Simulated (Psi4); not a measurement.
**SiCl3O (SMILES [O][Si](Cl)(Cl)Cl): UCCSD(T)/def2-SVP**

Aim: the energy change on altering one bond length of SiCl3O at UCCSD(T)/def2-SVP, from 2 runs. 

The results are computed with Psi4 1.11.

1 further run of the same task is left out (it didn't finish).

### Step 1. The molecule

SiCl3O: 5 atoms, total charge 0, spin state doublet. SMILES: `[O][Si](Cl)(Cl)Cl`. The coordinates come from a PBE0-D4/def2-TZVP relaxation.

Bond lengths: O1–Si2 1.645 Å, Si2–Cl3 2.018 Å, Si2–Cl4 2.020 Å, Si2–Cl5 2.018 Å. Angles: O1–Si2–Cl3 111.8°, O1–Si2–Cl4 100.7°, O1–Si2–Cl5 111.8°, Cl3–Si2–Cl4 111.9°, Cl3–Si2–Cl5 108.6°, Cl4–Si2–Cl5 111.9°.

### Step 2. A single-point energy at UCCSD(T)/def2-SVP

Input file calc.inp:

```
memory 2200 mb

molecule molecule1 {
  0 2
  O
  Si 1 r2
  Cl 2 r3 1 a3
  Cl 2 r4 1 a4 3 d4
  Cl 2 r5 1 a5 4 d5

  r2 = 1.645024
  r3 = 2.018095
  a3 = 111.83626
  r4 = 2.020346
  a4 = 100.6998
  d4 = -118.9779
  r5 = 2.018022
  a5 = 111.8008
  d5 = -118.99777
  units angstrom
  symmetry c1
  no_reorient
  no_com
}

set {
  reference       uhf
  puream          true
  e_convergence   1e-09
  d_convergence   1e-08
  scf_type        pk
  num_frozen_docc 21
  maxiter         100
}

result, w = energy("ccsd(t)/def2-SVP", return_wfn=True)
```

Run with:

```
$ psi4 calc.inp calc.out -n 1
```

calc.out:

```text
[...]
  Running in c1 symmetry.
[...]
  Nuclear repulsion =  433.997050235037648
[...]
  Multiplicity = 2
[...]
  Nalpha       = 37
  Nbeta        = 36
[...]
    Number of basis functions: 86
[...]
   @UHF iter   1: -1741.41567862073816   -8.46899e-02   7.82867e-03 ADIIS/DIIS
[...]
   @UHF iter  22: -1741.84849665259480   -4.24961e-10   8.89672e-09 DIIS
[...]
   @S^2 Observed:                7.554646875E-01
[...]
    Orbital Energies [Eh]
    ---------------------
    Alpha Occupied:
       1A   -104.825394     2A   -104.825353     3A   -104.824072
       4A    -68.920019     5A    -20.655892     6A    -10.590441
       7A    -10.590417     8A    -10.589124     9A     -8.064928
      10A     -8.064904    11A     -8.064005    12A     -8.062281
      13A     -8.062256    14A     -8.062099    15A     -8.062075
      16A     -8.061131    17A     -8.060698    18A     -6.278748
      19A     -4.390680    20A     -4.390143    21A     -4.389927
      22A     -1.396039    23A     -1.162164    24A     -1.124383
      25A     -1.122192    26A     -0.737878    27A     -0.708503
      28A     -0.637224    29A     -0.635989    30A     -0.583840
      31A     -0.563981    32A     -0.522217    33A     -0.517350
      34A     -0.515427    35A     -0.491203    36A     -0.487857
[...]
  @UHF Final Energy: -1741.84849665259480
   => Energetics <=
    Nuclear Repulsion Energy =            433.9970502350376478
    One-Electron Energy =               -3273.6484411303908928
    Two-Electron Energy =                1097.8028942427586117
    Total Energy =                      -1741.8484966525948039
  UHF NO Occupations:
  HONO-2 :   35  A 1.9994604
  HONO-1 :   36  A 1.9985700
[...]
 Multipole Moments:
 ------------------------------------------------------------------------------------
     Multipole            Electronic (a.u.)      Nuclear  (a.u.)        Total (a.u.)
 ------------------------------------------------------------------------------------
 L = 1.  Multiply by 2.5417464519 to convert [e a0] to [Debye]
 Dipole X            :          0.0504892            0.0409744            0.0914636
 Dipole Y            :         -0.0277770           -0.0227019           -0.0504789
 Dipole Z            :          1.2726330           -1.0072986            0.2653344
 Magnitude           :                                                    0.2851597
[...]
      * MP2 total energy                      = -1742.466575314489546
[...]
      * CCSD total energy                     = -1742.514653402552085
[...]
      * CCSD(T) total energy                     = -1742.529290658732634
[...]
```

Wall time 2.6 min (1 thread of AMD EPYC 7R43 (Zen 3), shared host); peak memory 0.47 GiB.

### Step 3. The distorted shape, same level

Input file calc.inp:

```
memory 2200 MB

molecule m {
  0 2
  O
  Si 1 1.645024
  Cl 2 2.018095 1 111.83626
  Cl 2 2.020346 1 100.6998 3 -118.9779
  Cl 2 3.6324 1 111.8008 4 -118.99777
  units angstrom
  symmetry c1
}

set globals {
  basis           def2-SVP
  reference       uhf
  puream          true
  e_convergence   1e-09
  d_convergence   1e-08
  scf_type        pk
  num_frozen_docc 21
  maxiter         100
}

energy("ccsd(t)")
```

Run with:

```
$ psi4 -i calc.inp -o calc.out -n 1
```

calc.out:

```text
[...]
  Running in c1 symmetry.
[...]
  Nuclear repulsion =  370.894277768364134
[...]
  Multiplicity = 2
[...]
  Nalpha       = 37
  Nbeta        = 36
[...]
    Number of basis functions: 86
[...]
   @UHF iter   1: -1741.43711776777172   -7.43143e-01   7.71922e-03 DIIS/ADIIS
[...]
   @UHF iter  71: -1741.67895159610930    1.50067e-11   6.75462e-09 DIIS
[...]
   @S^2 Observed:                7.556447495E-01
[...]
    Orbital Energies [Eh]
    ---------------------
    Alpha Occupied:
       1A   -104.882349     2A   -104.839217     3A   -104.821763
       4A    -68.898509     5A    -20.530399     6A    -10.642544
       7A    -10.603646     8A    -10.586519     9A     -8.135316
      10A     -8.110254    11A     -8.109890    12A     -8.078122
      13A     -8.075238    14A     -8.075073    15A     -8.061022
      16A     -8.058140    17A     -8.057922    18A     -6.258618
      19A     -4.369456    20A     -4.368517    21A     -4.366151
      22A     -1.214498    23A     -1.164537    24A     -1.143638
      25A     -1.119230    26A     -0.687960    27A     -0.608244
      28A     -0.590098    29A     -0.550813    30A     -0.548780
      31A     -0.533798    32A     -0.531826    33A     -0.507141
      34A     -0.491646    35A     -0.486369    36A     -0.439508
[...]
  @UHF Final Energy: -1741.67895159610930
   => Energetics <=
    Nuclear Repulsion Energy =            370.8942777683641339
    One-Electron Energy =               -3148.0794165844426971
    Two-Electron Energy =                1035.5061872199692061
    Total Energy =                      -1741.6789515961093002
  UHF NO Occupations:
  HONO-2 :   35  A 1.9999097
  HONO-1 :   36  A 1.9972825
[...]
 Multipole Moments:
 ------------------------------------------------------------------------------------
     Multipole            Electronic (a.u.)      Nuclear  (a.u.)        Total (a.u.)
 ------------------------------------------------------------------------------------
 L = 1.  Multiply by 2.5417464519 to convert [e a0] to [Debye]
 Dipole X            :          1.0605112           -0.3105672            0.7499441
 Dipole Y            :          0.5834206           -0.2425770            0.3408436
 Dipole Z            :          2.9818666           -1.1731496            1.8087170
 Magnitude           :                                                    1.9874727
[...]
      * MP2 total energy                      = -1742.347232665982574
[...]
      * CCSD total energy                     = -1742.384760613218077
[...]
      * CCSD(T) total energy                     = -1742.406832995744026
[...]
```

Run time: 3.7 min. Hardware: 1 thread of AMD EPYC 7R43 (Zen 3), shared host; peak memory 0.47 GiB.

### Step 4. Summary of results

At UCCSD(T)/def2-SVP, 21 core orbitals frozen:

```
                                                                   quantity           value
                                                  first shape: total energy  -1742.52929 Eh
    first shape: HOMO energy (Hartree–Fock orbitals) (highest over α and β)       -12.96 eV
     first shape: LUMO energy (Hartree–Fock orbitals) (lowest over α and β)         0.68 eV
                  first shape: correlation energy (21 core orbitals frozen)      -680.8 mEh
                                                first shape: (T) correction      -14.64 mEh
                             first shape: ⟨S²⟩ of the reference determinant           0.755
                                                 first shape: T1 diagnostic           0.019
                                              distorted shape: total energy  -1742.40683 Eh
distorted shape: HOMO energy (Hartree–Fock orbitals) (highest over α and β)       -11.31 eV
 distorted shape: LUMO energy (Hartree–Fock orbitals) (lowest over α and β)        -1.65 eV
              distorted shape: correlation energy (21 core orbitals frozen)      -727.9 mEh
                                            distorted shape: (T) correction      -22.07 mEh
                         distorted shape: ⟨S²⟩ of the reference determinant           0.756
                                             distorted shape: T1 diagnostic           0.034
        energy change with the Si2–Cl5 bond stretched from 2.018 to 3.632 Å        3.332 eV
```

What this shows: With the Si2–Cl5 bond stretched from 2.018 to 3.632 Å the energy rises by 3.33 eV (322 kJ/mol). The first shape isn't relaxed at this level, so the change isn't measured from a minimum. The triples (first shape) make up 2.2 % of the correlation energy. The triples (distorted shape) make up 3.0 % of the correlation energy.
